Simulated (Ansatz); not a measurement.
# Al: the cost of one run

Program: Ansatz 0.2.0. Level of theory: DFT LDA, scalar-relativistic, plane waves, PAW. These are calculated values, not measurements.

### Step 1. The structure to begin with

The structure is cubic, space group Fm-3m (No. 225). Conventional cell: a = 4.050 Å, b = 4.050 Å, c = 4.050 Å, α = 90.00°, β = 90.00°, γ = 90.00°. Around Al (site symmetry m-3m) lie 12 Al at 2.86 Å.

Coordinates:

```cif
data_structure
_symmetry_space_group_name_H-M 'P 1'
_symmetry_Int_Tables_number 1
_cell_length_a 2.8638
_cell_length_b 2.8638
_cell_length_c 2.8638
_cell_angle_alpha 60.000
_cell_angle_beta 60.000
_cell_angle_gamma 60.000
_cell_volume 16.61
loop_
_atom_site_label
_atom_site_type_symbol
_atom_site_fract_x
_atom_site_fract_y
_atom_site_fract_z
_atom_site_occupancy
Al1 Al 0.00000 0.00000 0.00000 1
```

### Step 2. Relaxing cell and atoms: Al, no spin

File input.yaml:

```yaml
crystal:
  lattice:
    - [0.0, 2.025, 2.025]
    - [2.025, 0.0, 2.025]
    - [2.025, 2.025, 0.0]
  atoms:
    - { symbol: Al, position: [0.0, 0.0, 0.0] }
scf:
  occupations: { method: gaussian, width: 0.1 }
output:
  forces: true
  stress: true
  eigenvalues: true
  write_density: true
  write_potential: true
  elf: true
  volumetric_format: npy
kpoints:
  mp_grid: { grid: [8, 8, 8] }
hamiltonian:
  xc: lda
relax:
  f_tol: 0.003
  max_steps: 60
  cell: { stress_tol: 0.02 }
```

The run is started by

```console
$ ansatz run input.yaml --threads 4 --pin off --max-ram 8192MiB --backend cpu --events-out ev --progress --plain --runs-dir out
```

Q: Estimate wall time and peak memory on 4 threads of Arm Neoverse N1, shared host.

About 1.4 s, with a peak of 0.25 GiB.
